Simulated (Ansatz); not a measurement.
# NaCaLaS3O12: the cost of one run

Program: Ansatz 0.2.0. Level of theory: DFT, PBE, plane-wave PAW, default files, scalar-relativistic, as far as a step names no other. These are calculated values, not measurements.

1 further run of the same task is left out (it didn't finish).

## 1. The structure to begin with

The structure is trigonal, space group R3c (No. 161). The conventional cell has a = 9.349 Å, b = 9.349 Å, c = 25.008 Å, α = 90.00°, β = 90.00°, γ = 120.00°. Around Na (site symmetry 3) lie 6 O at 2.74 to 2.95 Å. Ca (site symmetry 3) is surrounded by 6 O at 2.32 to 2.38 Å. La (site symmetry 3) has 6 O at 2.35 to 2.40 Å as nearest neighbours. S (site symmetry 1) has 4 O at 1.47 to 1.50 Å as nearest neighbours. O (site symmetry 1) has 1 S at 1.47 Å as nearest neighbours. O (site symmetry 1) has 1 S at 1.49 Å as nearest neighbours. O (site symmetry 1) has 1 S at 1.48 Å as nearest neighbours. Around O (site symmetry 1) lie 1 S at 1.50 Å.

Structure file:

```cif
data_structure
_symmetry_space_group_name_H-M 'R3c:H'
_symmetry_Int_Tables_number 161
_cell_length_a 9.3486
_cell_length_b 9.3486
_cell_length_c 25.0076
_cell_angle_alpha 90.000
_cell_angle_beta 90.000
_cell_angle_gamma 120.000
_cell_volume 1892.74
loop_
_atom_site_label
_atom_site_type_symbol
_atom_site_symmetry_multiplicity
_atom_site_Wyckoff_symbol
_atom_site_fract_x
_atom_site_fract_y
_atom_site_fract_z
_atom_site_occupancy
Na1 Na 6 a 0.33333 0.66667 0.16242 1
Ca1 Ca 6 a 0.33333 0.66667 0.01642 1
La1 La 6 a 0.33333 0.66667 0.31619 1
S1 S 18 b 0.99392 0.29431 0.25090 1
O1 O 18 b 0.97941 0.19598 0.29863 1
O2 O 18 b 0.68241 0.13277 0.03514 1
O3 O 18 b 0.51238 0.86739 0.07915 1
O4 O 18 b 0.14524 0.46228 0.25450 1
```

## 2. Single point at the given positions

Input file input.yaml:

```yaml
crystal:
  lattice:
    - [4.6742779631, 2.6986956403, 8.33585112]
    - [-4.6742779631, 2.6986956403, 8.33585112]
    - [0.0, -5.3973912805, 8.33585112]
  atoms:
    - { symbol: Na, position: [0.50424451, 0.50424451, 0.50424451] }
    - { symbol: Na, position: [0.00424451, 0.00424451, 0.00424451] }
    - { symbol: Ca, position: [0.65024405, 0.65024405, 0.65024405] }
    - { symbol: Ca, position: [0.15024405, 0.15024405, 0.15024405] }
    - { symbol: La, position: [0.35047675, 0.35047675, 0.35047675] }
    - { symbol: La, position: [0.85047675, 0.85047675, 0.85047675] }
    - { symbol: S, position: [0.04340753, 0.44870565, 0.75518313] }
    - { symbol: S, position: [0.75518313, 0.04340753, 0.44870565] }
    - { symbol: S, position: [0.44870565, 0.75518313, 0.04340753] }
    - { symbol: S, position: [0.25518313, 0.94870565, 0.54340753] }
    - { symbol: S, position: [0.54340753, 0.25518313, 0.94870565] }
    - { symbol: S, position: [0.94870565, 0.54340753, 0.25518313] }
    - { symbol: O, position: [0.89734784, 0.48480665, 0.7219616] }
    - { symbol: O, position: [0.7219616, 0.89734784, 0.48480665] }
    - { symbol: O, position: [0.48480665, 0.7219616, 0.89734784] }
    - { symbol: O, position: [0.2219616, 0.98480665, 0.39734784] }
    - { symbol: O, position: [0.39734784, 0.2219616, 0.98480665] }
    - { symbol: O, position: [0.98480665, 0.39734784, 0.2219616] }
    - { symbol: O, position: [0.09763692, 0.51449445, 0.28245654] }
    - { symbol: O, position: [0.28245654, 0.09763692, 0.51449445] }
    - { symbol: O, position: [0.51449445, 0.28245654, 0.09763692] }
    - { symbol: O, position: [0.78245654, 0.01449445, 0.59763692] }
    - { symbol: O, position: [0.59763692, 0.78245654, 0.01449445] }
    - { symbol: O, position: [0.01449445, 0.59763692, 0.78245654] }
    - { symbol: O, position: [0.78824023, 0.56583296, 0.40846935] }
    - { symbol: O, position: [0.40846935, 0.78824023, 0.56583296] }
    - { symbol: O, position: [0.56583296, 0.40846935, 0.78824023] }
    - { symbol: O, position: [0.90846935, 0.06583296, 0.28824023] }
    - { symbol: O, position: [0.28824023, 0.90846935, 0.06583296] }
    - { symbol: O, position: [0.06583296, 0.28824023, 0.90846935] }
    - { symbol: O, position: [0.20777955, 0.42845268, 0.60025959] }
    - { symbol: O, position: [0.60025959, 0.20777955, 0.42845268] }
    - { symbol: O, position: [0.42845268, 0.60025959, 0.20777955] }
    - { symbol: O, position: [0.10025959, 0.92845268, 0.70777955] }
    - { symbol: O, position: [0.70777955, 0.10025959, 0.92845268] }
    - { symbol: O, position: [0.92845268, 0.70777955, 0.10025959] }
kpoints:
  mp_grid: { grid: [3, 3, 3] }
scf:
  occupations: { method: fermi_dirac, width: 0.02 }
hamiltonian:
  xc: pbe
  pseudopotentials: { kind: paw }
output:
  forces: true
  stress: true
  populations: true
  efg:
    quadrupole_moments_barn: { Na: 0.104, Ca: -0.0408, La: 0.206, S: -0.0694, O: -0.02558 }
    contact_densities: true
  write_density: true
  write_potential: true
  elf: true
  volumetric_format: npy
```

Run with:

```
$ ansatz run input.yaml --threads 1 --pin off --max-ram 2560MiB --backend cpu --events-out ev --progress --plain --runs-dir out
```

Q: Estimate wall time and peak memory on 1 thread of Arm Neoverse N1, shared host.

About 4.1 min, with a peak of 1.3 GiB.
